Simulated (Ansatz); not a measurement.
**CH₅NSSi: a rigid scan of the angle H5–C1–S2**

An exercise on one series of results from a longer session: the logs are not shown, and one member is left open.

Method: single points in def2-TZVPP; program: Ansatz 0.2.0, Gaussian basis.

Levels: PBE-D4, r2SCAN-D4, PBE0-D4, B3LYP-D4, wB97M-V, Hartree-Fock, MP2, CCSD, CCSD(T). The scan takes 91.2, 95.7, 100.2, 104.7, 109.2, 113.7, 118.2, 122.7, 127.2°.

Cores are frozen in the correlated methods. B3LYP uses VWN-RPA correlation.

28 further runs of the same task are left out: 28 set aside as unsound or not needed.

## Starting geometry

The minimum, relaxed at PBE0-D4: SMILES `CS[Si]N`, 9 atoms, charge 0, spin multiplicity 1.

Atoms are counted from 1 here; the program's logs count them from 0.

Bond lengths: C1–S2 1.813 Å, C1–H5 1.089 Å, C1–H6 1.092 Å, C1–H7 1.089 Å, S2–Si3 2.141 Å, Si3–N4 1.710 Å, N4–H8 1.009 Å, N4–H9 1.007 Å. Angles: S2–C1–H5 109.2°, S2–C1–H6 110.5°, S2–C1–H7 109.3°, H5–C1–H6 109.2°, H5–C1–H7 109.4°, H6–C1–H7 109.2°, C1–S2–Si3 100.1°, S2–Si3–N4 98.2°, Si3–N4–H8 127.5°, Si3–N4–H9 120.2°, H8–N4–H9 112.2°.

As a file:

```mol
CH5NSSi
  3D, bonds by distance, orders not assigned

  9  8  0  0  0  0  0  0  0  0999 V2000
   -0.4734    0.4165   -1.8686 C   0  0
    0.6896    0.3999   -0.4773 S   0  0
   -0.5283   -0.5298    1.0176 Si  0  0
    0.6070   -0.5237    2.2958 N   0  0
   -0.6324    1.4448   -2.1906 H   0  0
   -1.4298   -0.0192   -1.5735 H   0  0
   -0.0559   -0.1604   -2.6927 H   0  0
    1.5517   -0.1706    2.2769 H   0  0
    0.3599   -0.9038    3.1953 H   0  0
  1  2  8  0
  1  5  8  0
  1  6  8  0
  1  7  8  0
  2  3  8  0
  3  4  8  0
  4  8  8  0
  4  9  8  0
M  END
```

Energies of the minimum (eV), from earlier single points: PBE-D4 -21312.37365, r2SCAN-D4 -21321.18376, PBE0-D4 -21314.15869, B3LYP-D4 -21325.65252, wB97M-V -21321.88264, CCSD(T) -21293.80491.

At the minimum the angle H5–C1–S2 is 109.2°.

Set-up of the first run:

File ccsdt-tzvpp/in.yaml:

```yaml
crystal:
  periodic: [false, false, false]
  atoms:
    - {symbol: C, position_ang: [-0.473359, 0.416513, -1.868590]}
    - {symbol: S, position_ang: [0.689560, 0.399906, -0.477260]}
    - {symbol: Si, position_ang: [-0.528341, -0.529790, 1.017601]}
    - {symbol: N, position_ang: [0.607038, -0.523735, 2.295757]}
    - {symbol: H, position_ang: [-0.412978, 1.501921, -1.935832]}
    - {symbol: H, position_ang: [-1.429775, -0.019221, -1.573524]}
    - {symbol: H, position_ang: [-0.055875, -0.160415, -2.692695]}
    - {symbol: H, position_ang: [1.551735, -0.170556, 2.276941]}
    - {symbol: H, position_ang: [0.359907, -0.903767, 3.195264]}
basis:
  gaussian: {orbitals: def2-TZVPP}
correlation: {method: ccsd_t}
```

The command line of these runs was not kept.

Among the steps run: H5–C1–S2 = 91.2°; H5–C1–S2 = 95.7°; H5–C1–S2 = 100.2°; H5–C1–S2 = 104.7°; H5–C1–S2 = 109.2°; H5–C1–S2 = 113.7°; H5–C1–S2 = 118.2°; H5–C1–S2 = 122.7°; H5–C1–S2 = 127.2°.

One of the session's tables, all rows but one given; the rest of the session is left out.

Energies less that of the minimum at the same level (kcal/mol):

```
      angle (°)  PBE-D4  PBE0-D4  B3LYP-D4  wB97M-V  Hartree-Fock
           91.2     6.4      6.6       6.9      6.8           8.0
           95.7     3.6      3.7       3.9      3.8           4.5
          100.2     1.6      1.6       1.8      1.7           2.0
          104.7     0.4      0.4       0.5      0.5           0.5
          109.2     0.0      0.0       0.0      0.0           0.0
109.2 (minimum)     0.0      0.0       0.0      0.0           0.0
          113.7     0.4      0.4       0.3      0.4           0.4
          118.2       ?        ?         ?        ?             ?
          122.7     3.3      3.5       3.4      3.4           3.9
          127.2     5.9      6.2       6.1      6.1           6.9
```

**Question.** Estimate the row for angle (°) = 118.2.

Worked estimate for «PBE-D4». A straight line through the neighbours (113.7, 0.4) and (122.7, 3.3) gives 0.4 + (3.3 − 0.4) × (118.2 − 113.7) / (122.7 − 113.7) = 1.9; a parabola fitted to 4 rows on both sides gives 1.5.

As computed: PBE-D4: 1.5; PBE0-D4: 1.6; B3LYP-D4: 1.5; wB97M-V: 1.5; Hartree-Fock: 1.7. In «PBE-D4» the line misses by +0.4 and the parabola by 0.0.
